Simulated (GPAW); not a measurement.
The system is SnTe3.

```xyz
4
Lattice="0.0000 3.8612 3.8612 3.8612 0.0000 3.8612 3.8612 3.8612 0.0000" Properties=species:S:1:pos:R:3 pbc="T T T"
Te    3.8612    3.8612    3.8612
Te    5.7918    5.7918    5.7918
Te    1.9306    1.9306    1.9306
Sn    0.0000    0.0000    0.0000
```

The cell comes from a database or a generator and needn't be the stable form of this composition.

| Property | Result |
| --- | --- |
| Program | GPAW 26.7.0 |
| Task | relaxation of cell and atoms |
| Functional | PBEsol |
| Potentials or basis | PAW data sets generated in the run's folder for this functional |
| Cutoff | 600 eV |
| Basis | pw |
| k mesh | 6 × 6 × 6 |
| Occupations | fermi-dirac, width 0.05 eV |
| Spin | no spin polarisation |

At the start: pressure -3.2 GPa; volume 28.78 Å³/atom.

Where does the relaxation end?

Over 4 steps the energy falls by 18.3 meV/atom and the volume is 26.96 Å³/atom (-6.3 %); space group Fm-3m (No. 225, to 0.05 Å).

Step by step:
```csv
step,energy change (eV),largest force (eV/Å),pressure (GPa),volume (Å³)
1,0.0000,0.0000,-3.21,115.13
2,-0.0132,0.0000,-2.94,114.43
3,-0.0730,0.0000,0.21,107.42
4,-0.0734,0.0000,-0.01,107.85
```

Final structure:
```
Te Sn
1.0
     0.00000    3.77804    3.77804
     3.77804    0.00000    3.77804
     3.77804    3.77804    0.00000
Te Sn
3 1
Direct
  0.50000 0.50000 0.50000
  0.75000 0.75000 0.75000
  0.25000 0.25000 0.25000
  0.00000 0.00000 0.00000
```

Caveat: later steps reuse the first step's grids.
